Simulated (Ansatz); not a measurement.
# AlGeH4Cl (SMILES [Cl][AlH][GeH3]): B3LYP/6-31G(d) (spherical functions)

What is the electronic atomisation energy of AlGeH4Cl at B3LYP/6-31G* (spherical functions)? 

The calculation is run with Ansatz 0.2.0.

66 further runs of the same task are left out: 66 set aside as unsound or not needed. Runs told in other sessions of the task aren't counted.

### 1 The molecule

The species is AlGeH4Cl (7 atoms), meant as a singlet with charge 0. SMILES: `[Cl][AlH][GeH3]`. The coordinates come from a PBE0-D4/def2-TZVP relaxation.

Bond lengths: Cl1–Al2 2.102 Å, Al2–Ge3 2.467 Å, Al2–H4 1.580 Å, Ge3–H5 1.540 Å, Ge3–H6 1.540 Å, Ge3–H7 1.540 Å. Angles: Cl1–Al2–Ge3 116.8°, Cl1–Al2–H4 116.5°, Ge3–Al2–H4 126.7°, Al2–Ge3–H5 111.0°, Al2–Ge3–H6 111.0°, Al2–Ge3–H7 112.3°, H5–Ge3–H6 107.2°, H5–Ge3–H7 107.6°, H6–Ge3–H7 107.6°.

### 2 The energy at B3LYP/6-31G(d) (spherical functions)

in.yaml reads:

```yaml
crystal:
  periodic: [false, false, false]
  atoms:
    - {symbol: Cl, position_ang: [-2.499300, -1.527200, -0.126900]}
    - {symbol: Al, position_ang: [-0.425400, -1.314700, 0.144500]}
    - {symbol: Ge, position_ang: [0.501100, 0.959800, -0.093300]}
    - {symbol: H, position_ang: [0.379500, -2.632000, 0.480000]}
    - {symbol: H, position_ang: [0.225700, 1.522500, -1.499900]}
    - {symbol: H, position_ang: [-0.144000, 1.926400, 0.916800]}
    - {symbol: H, position_ang: [2.023700, 0.997300, 0.133100]}
basis:
  gaussian: {orbitals: 6-31G_st_-spherical.json}
hamiltonian: {xc: {name: B3LYP}}
accuracy: high
output: {orbitals: {seedname: orbitals}}
```

The basis set 6-31G* is read from a file made from the Basis Set Exchange's data (not shown).

Run with:

```sh
$ ansatz run in.yaml --threads 1 --pin off --max-ram 2610MiB --events-out events.jsonl --progress --plain --runs-dir runs
```

Standard output:

```text
Warning: RAYON_NUM_THREADS=1 ignored (pool sized by the plan → 1); use --threads N
Functional definition: B3LYP
  name "B3LYP"
  parameter a0 = 0.2
  parameter ax = 0.72
  parameter ac = 0.81
  exchange = (1 - a0 - ax)*slater_x + ax*b88_x + a0*exact_x
  correlation = (1 - ac)*vwn_rpa_c + ac*lyp_c
1568 factors; integrals over basis functions are off by at most 1.6e-8 eV
mean field evaluation 1: about -75697.1944 eV, gradient 1.9e1 eV
mean field evaluation 2: about -75697.3786 eV, gradient 1.7e1 eV
mean field evaluation 4: about -75698.0712 eV, gradient 3.4e-1 eV
mean field evaluation 8: about -75698.1570 eV, gradient 7.7e-2 eV
mean field evaluation 16: about -75698.1570 eV, gradient 2.6e-6 eV
mean field -75698.15697425 eV, -2781.8559587501 hartree, gradient 3.2e-8 eV, S^2 0.000000; 0 other end points of the search recorded, 0 dependent functions left out
reference -75698.15701950 eV, -2781.8559604128 hartree; 33, 33 occupied and 43, 43 virtual orbitals, 1568 factors
Total energy: -75698.15701950 eV, -2781.8559604128 hartree
```

It took 9.6 s on 1 thread of Arm Neoverse V1, shared host; peak memory 0.25 GiB.

### 3 The Al atom

run.yaml reads:

```yaml
crystal:
  periodic: [false, false, false]
  atoms:
    - {symbol: Al, position_ang: [0.000000, 0.000000, 0.000000]}
basis:
  gaussian:
    orbitals: 6-31G_st_-spherical.json
magnetization:
  spin_polarized: true
  initial_magnetization: 1
hamiltonian:
  xc: {name: B3LYP}
accuracy: high
```

The basis set 6-31G* is read from a file made from the Basis Set Exchange's data (not shown).

Run the same way, it converges to -242.36652 Eh (log not shown).

### 4 The Cl atom, same level

molecule.yaml reads:

```yaml
crystal:
  periodic: [false, false, false]
  atoms:
    - {symbol: Cl, position_ang: [0.000000, 0.000000, 0.000000]}
basis:
  gaussian: {orbitals: 6-31G_st_-spherical.json}
magnetization: {spin_polarized: true, initial_magnetization: 1}
hamiltonian: {xc: {name: B3LYP}}
accuracy: high
```

The basis set 6-31G* is read from a file made from the Basis Set Exchange's data (not shown).

Run with:

```sh
$ ansatz run molecule.yaml --threads 1 --pin off --max-ram 2610MiB --events-out events.jsonl --progress --plain --runs-dir runs
```

Standard output:

```text
Warning: RAYON_NUM_THREADS=1 ignored (pool sized by the plan → 1); use --threads N
[... 7 set-up lines as earlier in the session ...]
140 factors; integrals over basis functions are off by at most 3.1e-9 eV
mean field evaluation 1: about -12520.7929 eV, gradient 3.0e0 eV
mean field evaluation 2: about -12520.8431 eV, gradient 1.0e0 eV
mean field evaluation 4: about -12520.8501 eV, gradient 3.8e-1 eV
mean field evaluation 8: about -12520.8510 eV, gradient 2.0e-4 eV
mean field evaluation 16: about -12520.8510 eV, gradient 3.3e-6 eV
mean field -12520.85099785 eV, -460.1327872334 hartree, gradient 3.5e-8 eV, S^2 0.751713; 0 other end points of the search recorded, 0 dependent functions left out
reference -12520.85102068 eV, -460.1327880722 hartree; 9, 8 occupied and 9, 10 virtual orbitals, 140 factors
Total energy: -12520.85102068 eV, -460.1327880722 hartree
```

It took 0.77 s on 1 thread of Arm Neoverse V1, shared host.

### 5 The Ge atom, same level

in.yaml reads:

```yaml
crystal:
  periodic: [false, false, false]
  atoms:
    - {symbol: Ge, position_ang: [0.000000, 0.000000, 0.000000]}
basis:
  gaussian:
    orbitals: 6-31G_st_-spherical.json
total_charge: 0
magnetization:
  spin_polarized: true
  initial_magnetization: 2
hamiltonian:
  xc: {name: B3LYP}
accuracy: high
```

The basis set 6-31G* is read from a file made from the Basis Set Exchange's data (not shown).

Run the same way, it converges to -2076.68559 Eh (log not shown).

### 6 The H atom at the same level

job.yaml reads:

```yaml
crystal:
  periodic: [false, false, false]
  atoms:
    - {symbol: H, position_ang: [0.000000, 0.000000, 0.000000]}
basis:
  gaussian:
    orbitals: "6-31G*"
magnetization:
  spin_polarized: true
  initial_magnetization: 1
hamiltonian:
  xc: {name: B3LYP}
accuracy: high
```

Run with:

```sh
$ ansatz run job.yaml --threads 1 --pin off --max-ram 2610MiB --events-out events.jsonl --progress --plain --runs-dir runs
```

Standard output:

```text
Warning: RAYON_NUM_THREADS=1 ignored (pool sized by the plan → 1); use --threads N
[... 7 set-up lines as earlier in the session ...]
3 factors; integrals over basis functions are off by at most 5.4e-10 eV
mean field evaluation 1: about -13.6135 eV, gradient 2.1e-1 eV
mean field evaluation 2: about -13.6127 eV, gradient 2.0e-1 eV
mean field evaluation 4: about -13.6131 eV, gradient 4.2e-7 eV
mean field evaluation 8: about -13.6131 eV, gradient 8.0e-10 eV
mean field -13.61309805 eV, -0.5002721262 hartree, gradient 8.6e-9 eV, S^2 0.750000; 0 other end points of the search recorded, 0 dependent functions left out
reference -13.61311596 eV, -0.5002727842 hartree; 1, 0 occupied and 1, 2 virtual orbitals, 3 factors
Total energy: -13.61311596 eV, -0.5002727842 hartree
```

It took 0.12 s on 1 thread of Arm Neoverse V1, shared host.

### 7 Results

At B3LYP/6-31G* (spherical functions):

| quantity | value |
| --- | --- |
| molecule: total energy | -2781.85596 Eh |
| molecule: HOMO energy | -7.53 eV |
| molecule: LUMO energy | -2.08 eV |
| molecule: HOMO–LUMO gap | 5.46 eV |
| Al atom: total energy | -242.36652 Eh |
| Al atom: ⟨S²⟩ | 0.752 |
| Cl atom: total energy | -460.13279 Eh |
| Cl atom: ⟨S²⟩ | 0.752 |
| Ge atom: total energy | -2076.68559 Eh |
| Ge atom: ⟨S²⟩ | 2.002 |
| H atom: total energy | -0.50027 Eh |
| H atom: ⟨S²⟩ | 0.750 |
| electronic atomisation energy | 18.231 eV |

Taking the molecule apart into free atoms costs 18.23 eV (1759 kJ/mol), before zero-point energy and without spin-orbit coupling.
